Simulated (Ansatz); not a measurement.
# ClH₂NOSW: small, medium and large basis sets

The task here is to estimate one member of a computed series from the others.

Computed with Ansatz 0.2.0, Gaussian basis. Level: one geometry, several basis sets.

Plan: PBE0-D4/def2-SVP; ωB97M-V/def2-SVP; PBE0-D4/def2-QZVPP; ωB97M-V/def2-QZVPP; the functionals' def2-TZVPP values are taken from earlier runs.

## The relaxed structure

An earlier PBE0-D4 in a triple-zeta def2 set relaxation fixed the geometry. W takes the def2 core potential; no spin-orbit term is included.

SMILES `[NH2][W](=[O])(=[S])[Cl]`, 7 atoms, charge 0, spin multiplicity 1.

Atoms are counted from 1 here; the program's logs count them from 0.

Bond lengths: N1–W2 1.920 Å, N1–H6 1.010 Å, N1–H7 1.010 Å, W2–O3 1.694 Å, W2–S4 2.132 Å, W2–Cl5 2.270 Å. Angles: W2–N1–H6 124.3°, W2–N1–H7 122.5°, H6–N1–H7 111.8°, N1–W2–O3 107.2°, N1–W2–S4 108.3°, N1–W2–Cl5 110.9°, O3–W2–S4 110.9°, O3–W2–Cl5 109.3°, S4–W2–Cl5 110.2°.

The first run:

in.yaml

```yaml
crystal:
  periodic: [false, false, false]
  atoms:
    - {symbol: N, position_ang: [-0.583377, 0.670565, 0.838058]}
    - {symbol: W, position_ang: [0.385707, -0.395728, -0.430682]}
    - {symbol: O, position_ang: [1.554391, -1.264387, 0.435884]}
    - {symbol: S, position_ang: [-0.988512, -1.715584, -1.386510]}
    - {symbol: Cl, position_ang: [1.414105, 0.916667, -1.970651]}
    - {symbol: H, position_ang: [-1.564315, 0.896638, 0.760423]}
    - {symbol: H, position_ang: [-0.218008, 0.891838, 1.753477]}
basis:
  gaussian: {orbitals: def2-SVP}
hamiltonian: {xc: pbe0, dispersion: d4}
output: {orbitals: {seedname: orbitals}}
```

On the command line:

```sh
> ansatz run in.yaml --threads 4 --pin off --events-out ev --progress --plain --max-ram 10444MiB
```

Among the steps run: PBE0-D4 in def2-SVP; ωB97M-V in def2-SVP; PBE0-D4 in def2-QZVPP; ωB97M-V in def2-QZVPP.

One of the session's tables, all rows but one given; the rest of the session is left out.

It belongs to the step «Functionals by basis». 

```
functional       basis  HOMO (eV)  LUMO (eV)
   PBE0-D4    def2-SVP      -7.76      -2.52
   PBE0-D4  def2-TZVPP          ?          ?
   PBE0-D4  def2-QZVPP      -7.78      -2.57
   ωB97M-V    def2-SVP      -9.84      -0.43
   ωB97M-V  def2-TZVPP      -9.86      -0.50
   ωB97M-V  def2-QZVPP      -9.89      -0.56
```

Estimate the missing values for PBE0-D4, def2-TZVPP.

The run gave: HOMO (eV): -7.75; LUMO (eV): -2.53. In the column «HOMO (eV)» it is the highest.
